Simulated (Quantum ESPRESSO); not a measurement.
## TaAs: projected density of states with LDA

The system is TaAs, a sheet with vacuum.

```
Ta As
1.0
     3.32586    0.00000    0.00000
     0.00000    3.32586    0.00000
     0.00000    0.00000   25.74029
Ta As
1 1
Direct
  0.00000 0.00000 0.27178
  0.50000 0.50000 0.31096
```

The cell was built by a generator and needn't be a form met in nature.

```yaml
Program: Quantum ESPRESSO 7.5
Task: projected density of states
Functional: LDA
Potentials_or_basis: JTH 2.0 LDA
Cutoff: 490 eV
Density_cutoff: 2939 eV
k_mesh: 8 × 8 × 1
Occupations: methfessel-paxton, width 0.1 eV
Spin: no spin polarisation
Boundary_across_the_vacuum: dipole
Form_of_the_LDA_correlation: PW92
Real-space_augmentation_tqr: yes
Dos_occupations: tetrahedra_opt
Tefield: yes
Dipfield: yes
Emaxpos: 0.772
Eopreg: 0.0388
Eamp: 0
Mixing_mode: local-TF
Mixing_beta: 0.3
Most_SCF_iterations: 150
SCF_threshold: 2e-09 Ry
```

```json
{
 "Largest force": "0.509 eV/Å",
 "Band gap on the k mesh": "none (metal or under the smearing width)",
 "Dipole across the slab": "-0.10 D",
 "Work function of the upper face": "5.02 eV",
 "Work function of the lower face": "4.69 eV"
}
```

Forces on the atoms (eV/Å):
```
Ta   0.000  0.000  0.509
As   0.000  0.000 -0.509
```

Levels at points of the mesh, in eV from the Fermi level:
```
             k point  band 12  band 13  band 14  band 15  band 16  band 17
  (0.00, 0.00, 0.00)    -2.19    -0.75    -0.75    -0.59     1.75     3.26
 (0.00, -0.50, 0.00)    -2.10    -1.96    -0.36     0.61     1.39     1.60
 (-0.50, 0.00, 0.00)    -2.10    -1.96    -0.36     0.61     1.39     1.60
(-0.50, -0.50, 0.00)    -4.18    -1.77     0.47     1.10     1.10     3.71
```

States per cell in windows of 0.5 eV (zero at the Fermi level; states under -8 eV left out):
```tsv
from (eV)	total	Ta#1 d wfc5	As#2 p wfc3	Ta#1 p wfc4	Ta#1 d wfc6	Ta#1 s wfc2	As#2 d wfc6
-8.0	0.00	0.00	0.00	0.00	0.00	0.00	0.00
-7.5	0.00	0.00	0.00	0.00	0.00	0.00	0.00
-7.0	0.00	0.00	0.00	0.00	0.00	0.00	0.00
-6.5	0.00	0.00	0.00	0.00	0.00	0.00	0.00
-6.0	0.18	0.04	0.09	0.00	0.01	0.03	0.00
-5.5	0.29	0.07	0.14	0.01	0.02	0.04	0.00
-5.0	0.38	0.10	0.19	0.02	0.02	0.05	0.00
-4.5	0.78	0.24	0.38	0.05	0.02	0.05	0.00
-4.0	0.88	0.32	0.39	0.06	0.02	0.04	0.00
-3.5	0.40	0.19	0.17	0.01	0.01	0.00	0.00
-3.0	0.91	0.38	0.40	0.06	0.04	0.01	0.00
-2.5	0.55	0.24	0.21	0.03	0.02	0.02	0.00
-2.0	0.85	0.28	0.39	0.05	0.04	0.03	0.00
-1.5	0.62	0.16	0.32	0.05	0.03	0.02	0.00
-1.0	0.65	0.39	0.15	0.05	0.03	0.02	0.00
-0.5	1.29	0.98	0.07	0.13	0.02	0.06	0.01
0.0	1.41	1.07	0.07	0.12	0.03	0.09	0.01
0.5	1.47	1.04	0.16	0.14	0.05	0.03	0.01
1.0	1.09	0.79	0.11	0.05	0.08	0.01	0.01
1.5	0.61	0.38	0.07	0.07	0.04	0.01	0.01
2.0	0.38	0.19	0.05	0.07	0.04	0.00	0.01
2.5	0.53	0.22	0.09	0.12	0.06	0.00	0.01
3.0	0.54	0.22	0.08	0.10	0.06	0.02	0.02
3.5	1.31	0.56	0.18	0.16	0.18	0.08	0.05
4.0	1.08	0.29	0.14	0.14	0.15	0.05	0.03
4.5	1.31	0.25	0.17	0.14	0.14	0.05	0.07
5.0	1.21	0.19	0.18	0.10	0.09	0.02	0.11
5.5	1.04	0.09	0.10	0.10	0.10	0.07	0.09
6.0	0.89	0.07	0.09	0.06	0.08	0.10	0.09
6.5	0.57	0.03	0.04	0.03	0.08	0.04	0.08
```

It took 3.5 min on 2 MPI ranks on Intel(R) Xeon(R) Platinum 8488C (Sapphire Rapids) (shared host), peak memory 0.52 GiB a rank.

Caveat: real space augmentation costs some meV and hundredths of eV per Å. The run has no spin-orbit coupling, so splittings on Ta are missing.
